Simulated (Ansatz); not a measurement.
# C2H4SSeSi: small, medium and large basis sets

How large a basis does C2H4SSeSi need? Two functionals are run in growing sets.

The runs use Ansatz 0.2.0, Gaussian basis; one geometry, several basis sets.

Plan: PBE0-D4/def2-SVP; ωB97M-V/def2-SVP; PBE0-D4/def2-QZVPP; ωB97M-V/def2-QZVPP; the functionals' def2-TZVPP values are taken from earlier runs.

**1. Structure used throughout**

An earlier PBE0-D4 in a triple-zeta def2 set relaxation fixed the geometry.

SMILES `SC1=C[Se][SiH2]1`, 9 atoms, charge 0, spin multiplicity 1.

Atoms are counted from 1 here; the program's logs count them from 0.

Bond lengths: S1–C2 1.745 Å, S1–H6 1.343 Å, C2–C3 1.343 Å, C2–Si5 1.857 Å, C3–Se4 1.932 Å, C3–H7 1.086 Å, Se4–Si5 2.299 Å, Si5–H8 1.484 Å, Si5–H9 1.483 Å. Angles: C2–S1–H6 97.1°, S1–C2–C3 125.1°, S1–C2–Si5 136.5°, C3–C2–Si5 97.9°, C2–C3–Se4 111.2°, C2–C3–H7 128.3°, Se4–C3–H7 120.5°, C3–Se4–Si5 69.7°, C2–Si5–Se4 81.1°, C2–Si5–H8 116.9°, C2–Si5–H9 116.0°, Se4–Si5–H8 115.7°, Se4–Si5–H9 115.0°, H8–Si5–H9 109.8°.

**2. PBE0-D4 in def2-SVP**

in.yaml reads:

```yaml
crystal:
  periodic: [false, false, false]
  atoms:
    - {symbol: S, position_ang: [0.451262, 2.205166, -0.207432]}
    - {symbol: C, position_ang: [0.308567, 0.465921, -0.174152]}
    - {symbol: C, position_ang: [1.238396, -0.392843, -0.621762]}
    - {symbol: Se, position_ang: [0.747995, -2.220512, -0.230928]}
    - {symbol: Si, position_ang: [-0.838852, -0.775903, 0.593205]}
    - {symbol: H, position_ang: [-0.858683, 2.476898, -0.320965]}
    - {symbol: H, position_ang: [2.175657, -0.169208, -1.123461]}
    - {symbol: H, position_ang: [-2.192579, -0.898213, -0.003601]}
    - {symbol: H, position_ang: [-0.943263, -0.737606, 2.071997]}
basis:
  gaussian: {orbitals: def2-SVP}
hamiltonian: {xc: pbe0, dispersion: d4}
output: {orbitals: {seedname: orbitals}}
```

On the command line:

```sh
ansatz run in.yaml --threads 4 --pin off --events-out ev --progress --plain --max-ram 10444MiB
```

The runs that follow: ωB97M-V in def2-SVP; PBE0-D4 in def2-QZVPP; ωB97M-V in def2-QZVPP.

Q: Predict the results of all the runs planned. Wanted: PBE0-D4: double and triple zeta above quadruple; ωB97M-V: double and triple zeta above quadruple.

The runs gave:

| quantity | value |
| --- | --- |
| PBE0-D4: double and triple zeta above quadruple | 19.01, 2.08 eV |
| ωB97M-V: double and triple zeta above quadruple | 18.96, 1.99 eV |

In words: PBE0-D4 gains 16.93 eV from double to triple zeta, then 2.08 eV more. These are total energies; as a rule much of such shifts cancels in differences, which this series doesn't test. The LUMO of ωB97M-V is positive and keeps falling with the basis (1.45 to 0.73 eV): an unbound level that the basis holds in place.
